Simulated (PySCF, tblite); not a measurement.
# C₅H₃N₂P: infrared bands and NMR shifts

What infrared bands and NMR shifts should C₅H₃N₂P (`N#Cc1cnccp1`) show?

The runs use tblite 0.8.0 and PySCF 2.14.0, with density-fitted response routines of our own; the level of theory stands in each step. All values are computed, except where a source is named. Atoms count from 0, in the outputs and in this text.

## Step 1: Starting geometry

11 atoms, charge 0, multiplicity 1; geometry from: GFN2-xTB.

Bonds of the start (Å): N0–C1 1.15, C1–C2 1.41, C2–C3 1.40, C3–N4 1.31, N4–C5 1.32, C5–C6 1.38, C6–P7 1.74, P7–C2 1.75, C3–H8 1.09, C5–H9 1.08, C6–H10 1.08.

## Step 2: Infrared spectrum with GFN2-xTB

Job settings and geometry (Å):

```
{"job": {"kind": "ir", "xc": "GFN2-xTB", "basis": "xTB"}, "charge": 0, "multiplicity": 1}
N      3.606698     0.471651    -0.171991
C      2.464489     0.378749    -0.120391
C      1.062850     0.249256    -0.056488
C      0.516353    -1.033631     0.020311
N     -0.759476    -1.339324     0.086071
C     -1.682673    -0.390492     0.084132
C     -1.466451     0.971414     0.016768
P      0.099114     1.714668    -0.079981
H      1.189867    -1.884418     0.028766
H     -2.699558    -0.764330     0.142334
H     -2.325789     1.629128     0.024506
```

**Question.** This job is followed by: GIAO PBE0/pcSseg-1 NMR shielding, non-relativistic, gas phase. What will the session give for the following? strongest single infrared mode (GFN2-xTB); zero-point energy (GFN2-xTB); 13C shifts against TMS (PBE0/pcSseg-1); 1H shifts against TMS (PBE0/pcSseg-1); 15N shifts against NH3 (PBE0/pcSseg-1); 31P shifts against H3PO4 (PBE0/pcSseg-1).

**Answer**, as computed:

```
                                 quantity                                  value
strongest single infrared mode (GFN2-xTB)                  2356 cm⁻¹, 222 km/mol
             zero-point energy (GFN2-xTB)                          42.8 kcal/mol
   13C shifts against TMS (PBE0/pcSseg-1)  163.7, 156.6, 156.3, 141.8, 124.1 ppm
    1H shifts against TMS (PBE0/pcSseg-1)                   9.66, 9.43, 9.03 ppm
   15N shifts against NH3 (PBE0/pcSseg-1)                       359.9, 336.1 ppm
 31P shifts against H3PO4 (PBE0/pcSseg-1)                              302.0 ppm
```

What this shows: No mode is imaginary among the 27: a minimum at this level. The strongest single mode, at 2356 cm⁻¹, moves mainly C1 and N0. Unscaled tight-binding wavenumbers are off by several per cent, some by more. Its intensities can rank the bands wrongly. At PBE0/pcSseg-1: Shielding is most anisotropic at P7 (span 910 ppm, paramagnetic term -949 ppm). NICS(1)zz of -25 ppm above the planar ring from C2 marks a diatropic (aromatic) ring current.
